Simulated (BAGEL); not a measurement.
# BSiH3OF2 (SMILES FB(F)O[SiH3]) at HF/cc-pVDZ (density fitting with qzvpp-jkfit)

What is the vertical ionisation energy of BSiH3OF2 at HF/cc-pVDZ (density fitting with qzvpp-jkfit)? 

The calculation is run with BAGEL 1.2.2.

4 further runs of the same task are left out: 2 that didn't finish, 2 set aside as unsound or not needed. Runs told in other sessions of the task aren't counted.

### 1 Starting point

BSiH3OF2: 8 atoms, total charge 0, spin state singlet. SMILES: `FB(F)O[SiH3]`. The coordinates come from a PBE0-D4/def2-TZVP relaxation.

Bond lengths: F1–B2 1.319 Å, B2–F3 1.328 Å, B2–O4 1.339 Å, O4–Si5 1.661 Å, Si5–H6 1.483 Å, Si5–H7 1.479 Å, Si5–H8 1.483 Å. Angles: F1–B2–F3 117.6°, F1–B2–O4 120.5°, F3–B2–O4 121.9°, B2–O4–Si5 133.7°, O4–Si5–H6 109.6°, O4–Si5–H7 106.3°, O4–Si5–H8 109.6°, H6–Si5–H7 110.5°, H6–Si5–H8 110.2°, H7–Si5–H8 110.5°.

### 2 A single-point energy at HF/cc-pVDZ (density fitting with qzvpp-jkfit)

Contents of input.json:

```json
{ "bagel": [

{
  "title": "molecule",
  "basis": "cc-pvdz.json",
  "df_basis": "qzvpp-jkfit",
  "angstrom": "true",
  "geometry": [
    { "atom": "F", "xyz": [    1.644600,   -1.936200,    1.091800 ] },
    { "atom": "B", "xyz": [    0.585700,   -1.261700,    0.687700 ] },
    { "atom": "F", "xyz": [   -0.607700,   -1.793900,    0.922400 ] },
    { "atom": "O", "xyz": [    0.726600,   -0.084400,    0.064800 ] },
    { "atom": "Si", "xyz": [   -0.345100,    1.014900,   -0.568200 ] },
    { "atom": "H", "xyz": [   -1.234600,    1.517600,    0.506100 ] },
    { "atom": "H", "xyz": [    0.469500,    2.116500,   -1.124900 ] },
    { "atom": "H", "xyz": [   -1.146900,    0.370000,   -1.635500 ] }
  ]
},
{ "title": "hf" },
{ "title": "print", "file": "orbitals.molden", "orbitals": "true" }

]}
```

The basis set cc-pVDZ is read from a file made from the Basis Set Exchange's data (not shown).

Run with:

```
BAGEL_NUM_THREADS=1 BAGEL input.json > input.out
```

The program printed:

```text
* using 1 threads per process

  ===============================================================
  ===============================================================

  *** Geometry ***

  { "atom" : "F", "xyz" : [      3.107844,     -3.658888,      2.063203 ] },
  { "atom" : "B", "xyz" : [      1.106813,     -2.384267,      1.299565 ] },
  { "atom" : "F", "xyz" : [     -1.148387,     -3.389980,      1.743083 ] },
  { "atom" : "O", "xyz" : [      1.373075,     -0.159493,      0.122454 ] },
  { "atom" : "Si", "xyz" : [     -0.652144,      1.917883,     -1.073742 ] },
  { "atom" : "H", "xyz" : [     -2.333056,      2.867848,      0.956390 ] },
  { "atom" : "H", "xyz" : [      0.887226,      3.999605,     -2.125753 ] },
  { "atom" : "H", "xyz" : [     -2.167327,      0.699199,     -3.090647 ] },

  Number of auxiliary basis functions:      488

  Since a DF basis is specified, we compute 2- and 3-index integrals:
    o Being stored without compression. Storage requirement is 0.031 GB

  Number of basis functions:       89
  Number of electrons      :       48

    * METHOD: MOLECULE                             0.21

  *** RHF ***

  === Nuclear Repulsion ===
   220.4289584887

      * DIIS with orbital gradients will be used.

  === RHF iteration (cc-pvdz.json) ===
      0       -589.05975306          0.01603693           0.07
      1       -589.24577232          0.01072121           0.06
      2       -589.33182915          0.00104460           0.06
      3       -589.33283034          0.00032370           0.06
      4       -589.33291936          0.00007312           0.06
      5       -589.33292446          0.00001148           0.06
      6       -589.33292464          0.00000335           0.06
      7       -589.33292465          0.00000090           0.06
      8       -589.33292465          0.00000027           0.06
      9       -589.33292465          0.00000012           0.06
     10       -589.33292465          0.00000003           0.06
     11       -589.33292465          0.00000001           0.06
     12       -589.33292465          0.00000000           0.06
    * SCF iteration converged.

    * Permanent dipole moment:
           (    0.347415,    -0.615827,     0.343892) a.u.

    * METHOD: HF                                   0.93

    * METHOD: PRINT                                0.03

  ===============================================================
```

It took 1.4 s on 1 thread of AMD EPYC 9B14 (Zen 4), shared host.

### 3 The doublet cation

input.json, as its differences from that of step 2:

```diff
@@ -6,3 +6,3 @@
   "df_basis": "qzvpp-jkfit",
-  "angstrom": "true",
+  "angstrom": true,
   "geometry": [
@@ -18,4 +18,12 @@
 },
-{ "title": "hf" },
-{ "title": "print", "file": "orbitals.molden", "orbitals": "true" }
+{
+  "title": "uhf",
+  "charge": 1,
+  "nopen": 1
+},
+{
+  "title": "print",
+  "file": "orbitals.molden",
+  "orbitals": true
+}
```

The basis set cc-pVDZ is read from a file made from the Basis Set Exchange's data (not shown).

Run with:

```
BAGEL_NUM_THREADS=1 BAGEL input.json > input.out
```

The program printed:

```text
* using 1 threads per process

  ===============================================================
  ===============================================================

  *** Geometry ***

  { "atom" : "F", "xyz" : [      3.107844,     -3.658888,      2.063203 ] },
  { "atom" : "B", "xyz" : [      1.106813,     -2.384267,      1.299565 ] },
  { "atom" : "F", "xyz" : [     -1.148387,     -3.389980,      1.743083 ] },
  { "atom" : "O", "xyz" : [      1.373075,     -0.159493,      0.122454 ] },
  { "atom" : "Si", "xyz" : [     -0.652144,      1.917883,     -1.073742 ] },
  { "atom" : "H", "xyz" : [     -2.333056,      2.867848,      0.956390 ] },
  { "atom" : "H", "xyz" : [      0.887226,      3.999605,     -2.125753 ] },
  { "atom" : "H", "xyz" : [     -2.167327,      0.699199,     -3.090647 ] },

  Number of auxiliary basis functions:      488

  Since a DF basis is specified, we compute 2- and 3-index integrals:
    o Being stored without compression. Storage requirement is 0.031 GB

  Number of basis functions:       89
  Number of electrons      :       48

    * METHOD: MOLECULE                             0.21

  *** Open-shell HF ***

  === Nuclear Repulsion ===
   220.4289584887

      * DIIS with orbital gradients will be used.

  === UHF iteration (cc-pvdz.json) ===
      0       -588.57807027          0.03301411           0.13
      1       -588.77551404          0.02369243           0.12
      2       -588.83978478          0.01469778           0.11
      3       -588.88663726          0.00123502           0.12
      4       -588.88751966          0.00054176           0.12
      5       -588.88784323          0.00010690           0.12
      6       -588.88793450          0.00004808           0.12
      7       -588.88796091          0.00001992           0.12
      8       -588.88796350          0.00001279           0.11
      9       -588.88796401          0.00001145           0.12
     10       -588.88796425          0.00001044           0.12
     11       -588.88796445          0.00001006           0.11
     12       -588.88796503          0.00000822           0.12
     13       -588.88796567          0.00000618           0.11
     14       -588.88796582          0.00000596           0.11
     15       -588.88796586          0.00000597           0.11
     16       -588.88796587          0.00000599           0.11
     17       -588.88796585          0.00000595           0.12
     18       -588.88796568          0.00000568           0.12
     19       -588.88796531          0.00000480           0.11
     20       -588.88796472          0.00000305           0.11
     21       -588.88796457          0.00000206           0.12
     22       -588.88796454          0.00000091           0.11
     23       -588.88796454          0.00000059           0.12
     24       -588.88796454          0.00000043           0.11
     25       -588.88796454          0.00000032           0.11
     26       -588.88796454          0.00000030           0.12
     27       -588.88796454          0.00000029           0.11
     28       -588.88796454          0.00000029           0.11
     29       -588.88796454          0.00000029           0.11
     30       -588.88796454          0.00000028           0.12
     31       -588.88796454          0.00000027           0.12
     32       -588.88796454          0.00000026           0.12
     33       -588.88796454          0.00000026           0.11
     34       -588.88796454          0.00000026           0.11
     35       -588.88796454          0.00000026           0.12
     36       -588.88796454          0.00000024           0.12
     37       -588.88796454          0.00000021           0.11
     38       -588.88796454          0.00000018           0.12
     39       -588.88796454          0.00000016           0.11
     40       -588.88796454          0.00000011           0.12
     41       -588.88796454          0.00000009           0.12
     42       -588.88796454          0.00000008           0.12
     43       -588.88796454          0.00000006           0.12
     44       -588.88796454          0.00000005           0.12
     45       -588.88796454          0.00000005           0.13
     46       -588.88796454          0.00000004           0.12
     47       -588.88796454          0.00000004           0.12
     48       -588.88796454          0.00000004           0.12
     49       -588.88796454          0.00000004           0.12
     50       -588.88796454          0.00000004           0.12
     51       -588.88796454          0.00000004           0.12
     52       -588.88796454          0.00000003           0.11
     53       -588.88796454          0.00000002           0.11
     54       -588.88796454          0.00000002           0.12
     55       -588.88796454          0.00000001           0.11
     56       -588.88796454          0.00000001           0.12
    * SCF iteration converged.

    * S^2 (UHF) is 0.8051

    * Permanent dipole moment:
           (    1.784515,    -2.835849,     1.595106) a.u.

    * METHOD: UHF                                  6.80

    * METHOD: PRINT                                0.03

  ===============================================================
```

Run time: 7.5 s. Hardware: 1 thread of AMD EPYC 9B14 (Zen 4), shared host.

### 4 Outcome

Level: HF/cc-pVDZ (density fitting with qzvpp-jkfit).

```
                                          quantity          value
                    singlet BSiH3OF2: total energy  -589.33292 Eh
                   singlet BSiH3OF2: dipole moment         2.00 D
                     singlet BSiH3OF2: HOMO energy      -13.14 eV
                     singlet BSiH3OF2: LUMO energy        3.60 eV
                   singlet BSiH3OF2: HOMO–LUMO gap       16.75 eV
                      doublet cation: total energy  -588.88796 Eh
                              doublet cation: ⟨S²⟩          0.805
vertical ionisation energy (to the doublet cation)      12.108 eV
```

In words: The vertical ionisation energy comes to 12.11 eV (279 kcal/mol). −ε(HOMO) before ionisation, 13.14 eV, is 1.03 eV above this ionisation energy.
